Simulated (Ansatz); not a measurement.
# CH5InSe: a ladder of functionals and wavefunction methods

How much do the methods differ for CH5InSe? The plan is to run it at one geometry with functionals of several rungs and with coupled cluster. The yardstick is the atomisation energy at the CCSD(T) limit.

Method: functionals in def2-TZVPP, the program's frozen cores in correlated methods; program: Ansatz 0.2.0, Gaussian basis.

The runs, in order: LDA (SPW92), PBE-D4, revPBE-D4, BLYP-D4, r2SCAN-D4, B97M-V, PBE0-D4, B3LYP-D4, r2SCANh-D4, r2SCAN0-D4, HSE06-D4, BHLYP-D4, CAM-B3LYP-D4, LC-ωPBE, ωB97X-V, ωB97M-V, B2PLYP, PBE-QIDH; CCSD(T)/def2-SVP; CCSD(T)/def2-TZVPP; MP2/def2-QZVPP; extrapolation to the limit; RPA on PBE.

### Step 1. The relaxed structure

The geometry comes from an earlier relaxation with PBE0-D4 in a triple-zeta def2 set; it is a stationary point, not always the lowest conformer. In takes the def2 core potential; no spin-orbit term is included.

8 atoms, charge 0, spin multiplicity 1.

Atoms are counted from 1 here; the program's logs count them from 0.

Bond lengths: C1–In2 2.143 Å, C1–H4 1.090 Å, C1–H5 1.091 Å, C1–H6 1.092 Å, In2–Se3 2.519 Å, In2–H7 1.717 Å, Se3–H8 1.469 Å. Angles: In2–C1–H4 111.5°, In2–C1–H5 109.5°, In2–C1–H6 109.0°, H4–C1–H5 109.4°, H4–C1–H6 109.0°, H5–C1–H6 108.3°, C1–In2–Se3 116.0°, C1–In2–H7 130.8°, Se3–In2–H7 113.2°, In2–Se3–H8 92.8°.

### Step 2. LDA

This LDA is Slater exchange with PW92 correlation.

in.yaml reads:

```yaml
crystal:
  periodic: [false, false, false]
  atoms:
    - {symbol: C, position_ang: [-1.285334, -0.007846, -0.057067]}
    - {symbol: In, position_ang: [0.672393, 0.786341, 0.300756]}
    - {symbol: Se, position_ang: [2.597670, -0.768779, -0.169335]}
    - {symbol: H, position_ang: [-2.048253, 0.767893, 0.001328]}
    - {symbol: H, position_ang: [-1.315150, -0.472599, -1.043197]}
    - {symbol: H, position_ang: [-1.499112, -0.774654, 0.689731]}
    - {symbol: H, position_ang: [1.169953, 2.327856, 0.870675]}
    - {symbol: H, position_ang: [1.707833, -1.858213, -0.592901]}
basis:
  gaussian: {orbitals: def2-TZVPP}
hamiltonian: {xc: lda}
output: {orbitals: {seedname: orbitals}}
```

Started as:

```sh
> ansatz run in.yaml --threads 4 --pin off --events-out ev --progress --plain --max-ram 10444MiB
```

Further steps of the session: PBE-D4 (GGA); revPBE-D4 (GGA); BLYP-D4 (GGA); r2SCAN-D4 (meta-GGA); B97M-V (meta-GGA); PBE0-D4 (hybrid); B3LYP-D4 (hybrid); r2SCANh-D4 (hybrid); r2SCAN0-D4 (hybrid); HSE06-D4 (hybrid); BHLYP-D4 (hybrid); CAM-B3LYP-D4 (range-separated); LC-ωPBE (range-separated); ωB97X-V (range-separated); ωB97M-V (range-separated); B2PLYP (double hybrid); PBE-QIDH (double hybrid); CCSD(T) in def2-SVP; CCSD(T) in def2-TZVPP; MP2 in def2-QZVPP; RPA on PBE orbitals.

**Question.** What will the summary of the whole plan be? Wanted: atomisation energy, CCSD(T)/CBS; farthest beyond LDA; mean size of error, GGA; mean size of error, meta-GGA; mean size of error, hybrid; mean size of error, range-separated; mean size of error, double hybrid; gap, smallest and largest; T1 diagnostic.

As calculated:

| quantity | value |
| --- | --- |
| atomisation energy, CCSD(T)/CBS | 24.295 eV |
| functionals within 0.243 eV (1.0 %) | PBE-D4, r2SCAN-D4, B97M-V, r2SCANh-D4, CAM-B3LYP-D4, ωB97X-V, ωB97M-V |
| farthest beyond LDA | BHLYP-D4 (-0.767 eV) |
| mean size of error, GGA | 0.455 eV |
| mean size of error, meta-GGA | 0.118 eV |
| mean size of error, hybrid | 0.376 eV |
| mean size of error, range-separated | 0.220 eV |
| mean size of error, double hybrid | 0.473 eV |
| gap, smallest and largest | 3.64 eV (BLYP-D4), 9.96 eV (LC-ωPBE) |
| T1 diagnostic | 0.0118 |
| triples share of the correlation energy | 3.4 % |

In words: The LDA atomisation energy is off by 3.045 eV (13 %): it overbinds. PBE-D4 misses by -0.100 eV. Double hybrids carry the basis error of their MP2 part in triple zeta, and no dispersion term here, so their miss is partly the set-up's. The rungs meta-GGA, range-separated miss on average by less than the doubt on the reference (0.243 eV), so they tie. Misses under about 0.243 eV are within the doubt on the reference itself, which lacks core-valence correlation, spin-orbit coupling and higher excitations, and its outer-core shells are covered unevenly. All levels share the lack of spin-orbit coupling, which lowers the free heavy atoms and so the true binding. Hartree-Fock recovers 72 % of the binding; the rest is correlation. CCSD(T) in def2-SVP is off by -1.584 eV, worse than the median functional, from the basis alone. The gap grows from 3.6 to 10.0 eV across the functionals, mostly with the share of exact exchange. Correlated methods include outer-core shells of In, Se, which these sets cover unevenly.
